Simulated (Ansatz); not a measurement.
# CH₇BGeS, SMILES CS[BH][GeH3]: vertical spin-state energies

Run with the Ansatz DFT code, driven from Python.

The script, `spin_ch7bges.py`:
```python
import ansatz as az
from ase import Atoms

atoms = Atoms(["C", "S", "B", "Ge", "H", "H", "H", "H", "H", "H", "H"], positions=[
    (-0.0815, 1.6295, 1.1147),
    (1.3538, 0.6359, 0.9389),
    (0.3589, -0.9128, 0.4654),
    (0.0469, -1.2925, -1.4592),
    (-0.6718, 1.7144, 0.1182),
    (0.1758, 2.7172, 1.3881),
    (-0.7706, 1.2702, 1.8958),
    (0.0614, -1.636, 1.3169),
    (-1.5603, -1.3463, -1.6033),
    (0.562, -0.1747, -2.3195),
    (0.5908, -2.6619, -1.8355),
])
mol = az.Crystal.molecule_from_ase(atoms)

job = (
    mol.calculation()
    .basis(gaussian="def2-SVP")
    .functional("pbe0", dispersion="d4")
)
found = {}
for unpaired in [0, 2]:
    summary = job.spin("collinear", total=unpaired).run(threads=1, backend="cpu").report
    s = unpaired / 2
    found[unpaired] = summary["free_energy_ev"]
    print(f"2S+1 = {unpaired + 1}: E = {found[unpaired]:.5f} eV, <S^2> = {abs(summary['mean_field']['state']['spin_squared']):.3f} (pure state {s * (s + 1):.2f})")
lowest = min(found, key=found.get)
for unpaired, e in found.items():
    print(f"multiplicity {unpaired + 1}: {(e - found[lowest]):.3f} eV above the lowest")
```

```console
$ python spin_ch7bges.py
2S+1 = 1: E = -69154.92492 eV, <S^2> = 0.000 (pure state 0.00)
2S+1 = 3: E = -69152.99158 eV, <S^2> = 2.006 (pure state 2.00)
multiplicity 1: 0.000 eV above the lowest
multiplicity 3: 1.933 eV above the lowest
```

In order: multiplicity 1 (+0.00 eV) and multiplicity 3 (+1.93 eV), all at the one geometry.

These settings explore the input space; basis and method may be short of convergence. The geometry is a force-field or estimated start, not a minimum of this method, and the basis set is short of its limit. All parts are taken at fixed geometry, without zero-point energy. The whole script took 18 s on 1 thread of Arm Neoverse V1 (shared host), peak memory 0.43 GiB.
